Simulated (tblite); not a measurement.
# C6H11N3Si: the cost of one run

Programs: tblite 0.8.0 and PySCF 2.14.0, with density-fitted response routines of our own. Each step states its level of theory. These are calculated values for one molecule in the gas phase, unless marked as measured. Atoms count from 0, in the outputs and in this text.

## Step 1: The starting structure

21 atoms, charge 0, multiplicity 1; geometry from: force field or distance geometry start.

Bonds of the start (Å): C0–C1 1.46, C1–C2 1.22, C2–Si3 1.82, Si3–N4 1.77, Si3–C5 1.83, C5–N6 1.16, Si3–C7 1.86, C7–N8 1.45, N8–C9 1.43, C0–H10 1.13, C0–H11 1.11, C0–H12 1.11, N4–H13 1.06, N4–H14 1.05, C7–H15 1.10, C7–H16 1.13, N8–H17 1.05, C9–H18 1.10, C9–H19 1.12, C9–H20 1.12.

## Step 2: Geometry optimisation with GFN2-xTB

What the job is given:

```
{"job": {"kind": "relax", "xc": "GFN2-xTB", "basis": "xTB"}, "charge": 0, "multiplicity": 1}
C     -4.191100    -0.092800     1.002000
C     -2.852100    -0.221400     0.431500
C     -1.716800    -0.334900    -0.002400
Si    -0.046500    -0.502900    -0.707300
N     -0.119600    -0.427100    -2.478500
C      0.708800    -2.095000    -0.228100
N      1.182100    -3.111900     0.073500
C      1.002500     0.830100     0.067000
N      2.368700     0.346100     0.049000
C      3.312600     1.261100     0.608300
H     -4.755000    -1.073200     0.927300
H     -4.076400     0.144900     2.079300
H     -4.780700     0.667400     0.455100
H     -1.148800    -0.417200    -2.715400
H      0.288000     0.495300    -2.771500
H      0.667200     1.155500     1.064800
H      0.987500     1.691500    -0.657600
H      2.455400    -0.570000     0.551500
H      2.896400     2.275100     0.590800
H      3.558900     0.935900     1.654100
H      4.249900     1.215100     0.005800
```

The run is started by

```
OMP_NUM_THREADS=1 python probes_run.py task.json out
```

One launch serves the whole session: the jobs run in the order shown.

Q: Estimate the wall time and peak memory of this first job on 1 thread of Arm Neoverse N1, shared host.

About 2.6 s, with a peak of 0.18 GiB.
